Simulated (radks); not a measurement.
# Exchange and kinetic functionals tested on atomic densities: Hg⁵²⁺, Cd, H, B⁺, Cd⁺, B²⁺

Aim: take each self-consistent density and evaluate many functionals on it, against the exact exchange and kinetic energies of the same orbitals. Every spin shell is full or empty, so the densities are truly spherical.

Program: radks (a radial shooting solver on a logarithmic mesh, Libxc functionals) version 1. Level of theory: non-relativistic Kohn-Sham, r2SCAN, spin-polarised, spherical densities, point nucleus; open shells are filled with parallel spins first. These are calculated values, not measurements, unless marked.

### 1 Starting point

| Property | Result |
| --- | --- |
| species | Hg⁵²⁺ ([Ar] 3d10), Cd ([Kr] 4d10 5s2), H (1s1), B⁺ ([He] 2s2), Cd⁺ ([Kr] 4d10 5s1), B²⁺ ([He] 2s1) |

### 2 Hg⁵²⁺, [Ar] 3d10

Input:

```text
Z 80
configuration [Ar] 3d10
relativity non-relativistic
functional r2scan,r2scan
spin polarised
nucleus point
```

### 3 Cd, [Kr] 4d10 5s2

Input:

```text
Z 48
configuration [Kr] 4d10 5s2
relativity non-relativistic
functional r2scan,r2scan
spin polarised
nucleus point
```

### 4 H, 1s1

Input:

```text
Z 1
configuration 1s1
relativity non-relativistic
functional r2scan,r2scan
spin polarised
nucleus point
```

### 5 B⁺, [He] 2s2

Input:

```text
Z 5
configuration [He] 2s2
relativity non-relativistic
functional r2scan,r2scan
spin polarised
nucleus point
```

### 6 Cd⁺, [Kr] 4d10 5s1

Input:

```text
Z 48
configuration [Kr] 4d10 5s1
relativity non-relativistic
functional r2scan,r2scan
spin polarised
nucleus point
```

### 7 B²⁺, [He] 2s1

Input:

```text
Z 5
configuration [He] 2s1
relativity non-relativistic
functional r2scan,r2scan
spin polarised
nucleus point
```

Q: Predict the outcome of this session. Wanted: for each run, error in magnitude; Hg⁵²⁺; Cd; B⁺; Cd⁺; B²⁺.

As calculated:

| error in magnitude (%) | Hg⁵²⁺ | Cd | H | B⁺ | Cd⁺ | B²⁺ |
| --- | --- | --- | --- | --- | --- | --- |
| exchange, LDA | -5.38 | -4.91 | -14.12 | -13.02 | -4.94 | -13.39 |
| exchange, B88 | -0.24 | +0.05 | -0.66 | -0.23 | +0.02 | -0.33 |
| exchange, PW91 | -0.34 | +0.02 | -1.56 | -0.70 | -0.01 | -1.00 |
| exchange, OPTX | +1.13 | +1.21 | -0.43 | -0.02 | +1.20 | -0.14 |
| exchange, AM05 | -4.88 | -4.57 | -10.91 | -10.25 | -4.59 | -10.44 |
| exchange, SOGGA | -2.64 | -2.29 | -6.38 | -5.52 | -2.31 | -5.81 |
| exchange, revTPSS | -1.18 | -0.89 | +0.10 | +0.27 | -0.91 | +0.23 |
| exchange, SCAN | +0.01 | +0.20 | +0.12 | -0.26 | +0.18 | -0.06 |
| exchange, Tao-Mo | -1.09 | -0.77 | +0.16 | +0.62 | -0.79 | +0.49 |
| kinetic, Thomas-Fermi | -4.83 | -5.34 | -8.64 | -10.23 | -5.34 | -9.86 |
| kinetic, von Weizsacker | -59.54 | -57.87 | -0.00 | -8.02 | -57.86 | -4.87 |
| kinetic, TF + vW | +35.63 | +36.79 | +91.36 | +81.76 | +36.80 | +85.27 |
| kinetic, TF + vW/9 | -0.33 | -0.66 | +2.47 | -0.01 | -0.66 | +0.71 |
| kinetic, APBEK | +0.40 | +0.15 | +1.86 | -0.02 | +0.15 | +0.45 |
| kinetic, revAPBEK | +0.57 | +0.33 | +2.75 | +0.79 | +0.33 | +1.29 |
| kinetic, Perdew 92 | -0.32 | -0.65 | +2.49 | +0.01 | -0.65 | +0.73 |
| kinetic, LKT | +19.15 | +19.52 | +62.18 | +53.16 | +19.52 | +56.46 |
| kinetic, Ernzerhof | +0.02 | -0.37 | +6.26 | +2.06 | -0.37 | +3.53 |

In words: Negative means that the magnitude is too small. For exchange the mean absolute error is least for SCAN (0.14 %) and largest for LDA (9.29 %). Among the orbital-free kinetic functionals APBEK (0.50 %) does best and TF + vW (61.27 %) worst. The functionals are evaluated on one density each, not self-consistently.
